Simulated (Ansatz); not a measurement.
Geometry optimisation, Ansatz, DFT PBE, scalar-relativistic, plane waves, PAW.

Input file:

```yaml
accuracy: low
crystal:
  lattice:
    - [5.9, 0.0, 0.0]
    - [-4.425, 7.664325, 0.0]
    - [0.0, 0.0, 4.6846]
  atoms:
    - { symbol: Ti, position: [0.0, 0.0, 0.0] }
    - { symbol: Ti, position: [0.1666667, 0.2222222, 0.5] }
    - { symbol: Ti, position: [0.0, 0.3333333, 0.0] }
    - { symbol: Ti, position: [0.1666667, 0.5555556, 0.5] }
    - { symbol: Ti, position: [0.0, 0.6666667, 0.0] }
    - { symbol: Ti, position: [0.1666667, 0.8888889, 0.5] }
    - { symbol: Ti, position: [0.5, 0.0, 0.0] }
    - { symbol: Ti, position: [0.6666667, 0.2222222, 0.5] }
    - { symbol: Ti, position: [0.5, 0.3333333, 0.0] }
    - { symbol: Ti, position: [0.6666667, 0.5555556, 0.5] }
    - { symbol: Ti, position: [0.5, 0.6666667, 0.0] }
    - { symbol: Ti, position: [0.6666667, 0.8888889, 0.5] }
    - { symbol: B, position: [0.3349228, 0.1097517, 0.254965] }
basis:
  ecutwfc: 420.0
kpoints:
  mp_grid: { grid: [3, 2, 3] }
hamiltonian:
  xc: pbe
scf:
  occupations: { method: fermi_dirac, width: 0.15 }
  lower_state_search: "off"
relax:
  f_tol: 0.08
  max_steps: 25
  adjacent_minimum: "off"
```

Run as:

```bash
$ ansatz run input.yaml --threads 2 --pin off --max-ram 5120MiB --backend cpu --events-out ev --progress --plain --runs-dir out
```

**Question.** Where does it end, and by what steps?

**Answer.** It converged. Limits of this set-up: coarse k mesh, odd electron count without spin, a small cell, in which the defect meets its images, a typed lattice constant that wasn't relaxed here, low accuracy level. After 3 steps the energy has fallen by 0.386 eV; Ti8 moved furthest, 0.11 Å.

```json
{"step": "0", "energy less start (eV)": "0.0000", "largest force component (eV/Å)": "1.198", "accepted": "yes"}
{"step": "1", "energy less start (eV)": "-0.2848", "largest force component (eV/Å)": "0.433", "accepted": "yes"}
{"step": "2", "energy less start (eV)": "-0.3707", "largest force component (eV/Å)": "0.125", "accepted": "yes"}
{"step": "3", "energy less start (eV)": "-0.3855", "largest force component (eV/Å)": "0.032", "accepted": "yes"}
```

```xyz
13
Lattice="5.9000 0.0000 0.0000 -4.4250 7.6643 0.0000 0.0000 0.0000 4.6846" Properties=species:S:1:pos:R:3
Ti -0.038 -0.038 -0.089
Ti -0.050 1.724 2.433
Ti -1.472 2.595 0.056
Ti -1.464 4.262 2.374
Ti -2.938 5.067 0.016
Ti -2.946 6.739 2.419
Ti 3.002 -0.024 -0.092
Ti 2.989 1.745 2.438
Ti 1.468 2.624 -0.070
Ti 1.465 4.296 2.330
Ti -0.005 5.107 -0.030
Ti -0.001 6.772 2.289
B 1.480 0.849 1.174
```

Whether the end is a true minimum wasn't checked by a vibrational analysis.

Time of the run: 8.9 s on 2 threads of AMD EPYC 9R45 96-Core Processor (Zen 5), with other jobs on the host, peak memory 0.63 GiB.
